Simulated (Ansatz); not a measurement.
# Isostructural P, As, Sb: table of trends, by script

Aim: a table of trends, for isostructural P, As, Sb, run from a script.

All numbers are computed with Ansatz 0.2.0, driven from Python. Level of theory: DFT r2SCAN, plane waves, PAW.

### 1 The structure

P R-3m: The structure is trigonal, space group R-3m (No. 166). Conventional cell: a = 3.451 Å, b = 3.451 Å, c = 9.389 Å, α = 90.00°, β = 90.00°, γ = 120.00°. Around P (site symmetry 3m) lie 3 P at 2.29 Å.

As R-3m: Symmetry: R-3m, No. 166, trigonal system. Conventional cell: a = 3.762 Å, b = 3.762 Å, c = 10.542 Å, α = 90.00°, β = 90.00°, γ = 120.00°. Around As (site symmetry 3m) lie 3 As at 2.51 Å.

Sb R-3m: The structure is trigonal, space group R-3m (No. 166). Conventional cell: a = 4.308 Å, b = 4.308 Å, c = 11.274 Å, α = 90.00°, β = 90.00°, γ = 120.00°. Around Sb (site symmetry 3m) lie 3 Sb at 2.91 Å.

No structure file is read: the coordinates are typed or built in the script.

### 2 The script

trend.py reads:

```python
"""Trends along isostructural compounds in space group R-3m, after relaxing atoms and volume at fixed cell shape."""

import ansatz as az
from ase import Atoms
import matplotlib.pyplot as plt
import numpy as np

XC = "r2scan"
MAX_ITERATIONS = 60
K_SPACING = 0.3
SMEARING = "fermi_dirac"
SIGMA = 0.02


def run_phase(name, crystal, relax=True):
    calc = (
        crystal.calculation()
        .functional(XC)
        .basis(24 * az.Ha, density_ratio=8)
        .scf(max_iterations=MAX_ITERATIONS)
        .kpoints(spacing=K_SPACING)
        .occupations(SMEARING, width=SIGMA)
        .stress()
        .band_table()
    )
    if relax:
        calc = calc.relax(force_tolerance=0.02, fix_cell=["shape"])
    return calc.run()

def bulk_modulus(name, outcome, step=0.02):
    # B = -V dP/dV from the pressures of two uniformly scaled cells, atoms held at their fractions
    pressure = []
    for factor in (1 - step, 1.0, 1 + step):
        cell = az.Crystal(lattice=az.Lattice.of(outcome.lattice.cell_ang * factor ** (1 / 3)))
        for site in outcome.report["lattice"]["sites"]:
            cell = cell.atom(site["symbol"], site["position_frac"])
        pressure.append(np.trace(run_phase(name, cell, relax=False).report["stress_gpa"]) / 3)
    slope, bend = (pressure[0] - pressure[2]) / (2 * step), abs(pressure[0] + pressure[2] - 2 * pressure[1])
    # a jump of mesh or basis between the cells shows as a kink: no modulus then
    return float(slope) if bend < 12 * step**2 * abs(slope) + 0.15 and abs(pressure[1]) < 1.5 else float("nan")


def volume_per_atom(outcome):
    return abs(np.linalg.det(outcome.lattice.cell_ang)) / len(outcome.lattice.sites)


def gap_ev(outcome):
    # nan where the run reports no band edges: a metal, overlapping bands, or a gap that is small against the smearing
    edges = outcome.report.get("band_edges_ev")
    return edges[1] - edges[0] if edges else float("nan")

phases = {}
atoms = Atoms(
    ["P", "P"],
    scaled_positions=[
        (0.22708, 0.22708, 0.22708),
        (0.77292, 0.77292, 0.77292),
    ],
    cell=[
        (1.725725, 0.996348, 3.12968),
        (-1.725725, 0.996348, 3.12968),
        (0.0, -1.992696, 3.12968),
    ],
    pbc=True,
)
p = az.Crystal.from_ase(atoms)
phases["P"] = p
atoms = Atoms(
    ["As", "As"],
    scaled_positions=[
        (0.774, 0.774, 0.774),
        (0.226, 0.226, 0.226),
    ],
    cell=[
        (1.880797, 1.085879, 3.514062),
        (-1.880797, 1.085879, 3.514062),
        (0.0, -2.171757, 3.514062),
    ],
    pbc=True,
)
as_cell = az.Crystal.from_ase(atoms)
phases["As"] = as_cell
sb = (
    az.Lattice.of((2.1542, 1.243728, 3.758), (-2.1542, 1.243728, 3.758), (0.0, -2.487456, 3.758))
    .atom("Sb", (0.23349, 0.23349, 0.23349))
    .atom("Sb", (0.76651, 0.76651, 0.76651))
)
phases["Sb"] = sb

done = {}
for name, crystal in phases.items():
    try:
        done[name] = run_phase(name, crystal)
    except az.NonConvergedError as error:
        print(name, "did not converge:", str(error)[:120])

rows = [(name, volume_per_atom(o), gap_ev(o), bulk_modulus(name, o)) for name, o in done.items()]
print("  compound  V (A^3/atom)  gap on mesh (eV)     B (GPa)")
for row in rows:
    print(f"{str(row[0]):>10}  {row[1]:12.3f}  {row[2]:16.2f}  {row[3]:10.0f}")
plt.figure(figsize=(4.5, 3))
plt.bar([row[0] for row in rows], [row[2] for row in rows])
plt.ylabel("gap on mesh (eV)")
plt.tight_layout()
plt.savefig("trend.png", dpi=100)
```

### 3 What the engine is handed

The engine receives this input (first run):

```yaml
crystal:
  lattice:
    - [1.725725, 0.996348, 3.12968]
    - [-1.725725, 0.996348, 3.12968]
    - [0.0, -1.992696, 3.12968]
  atoms:
    - { symbol: P, position: [0.22708, 0.22708, 0.22708] }
    - { symbol: P, position: [0.7729199999999999, 0.77292, 0.7729199999999999] }
basis:
  ecutwfc: 653.073269903712
  ecutrho_ratio: 8
kpoints:
  mp_grid:
    kspacing: 0.3
hamiltonian:
  xc: r2scan
scf:
  max_iter: 60
  occupations:
    method: fermi_dirac
    width: 0.02
relax:
  f_tol: 0.02
  cell:
    fix: [shape]
output:
  stress: true
  eigenvalues: true
```

### 4 Launch

The run is started by

```
> python trend.py
```

**Question.** What results will this script give? Wanted: P; As; Sb.

The runs gave:

| quantity | value |
| --- | --- |
| runs compared | 12 |
| P (run 1): relaxed volume, space group | 16.40 Å³/atom, R-3m |
| As (run 2): relaxed volume, space group | 22.06 Å³/atom, R-3m |
| Sb (run 3): relaxed volume, space group | 31.56 Å³/atom, R-3m |

**Reading.** By relaxed volume an atom the order is P (run 1) < As (run 2) < Sb (run 3). The dearest, run 3, took some 8.4 times as long as run 4. In run 2, over 3 moves the cell grew by 2.4 % in volume, and the space group stayed R-3m. In run 3, the volume grew by 4.5 % over 3 moves, and the space group stayed R-3m. Notes:
- For the metals among these cells the mesh is coarse, so their volumes and pressures are rough.
- Atoms and volume are relaxed with the cell's shape held, which in cells of lower than cubic symmetry can hide stresses and shift volumes.
- Pressure is positive in compression.
- Some members of the series are computed structures and not known phases.
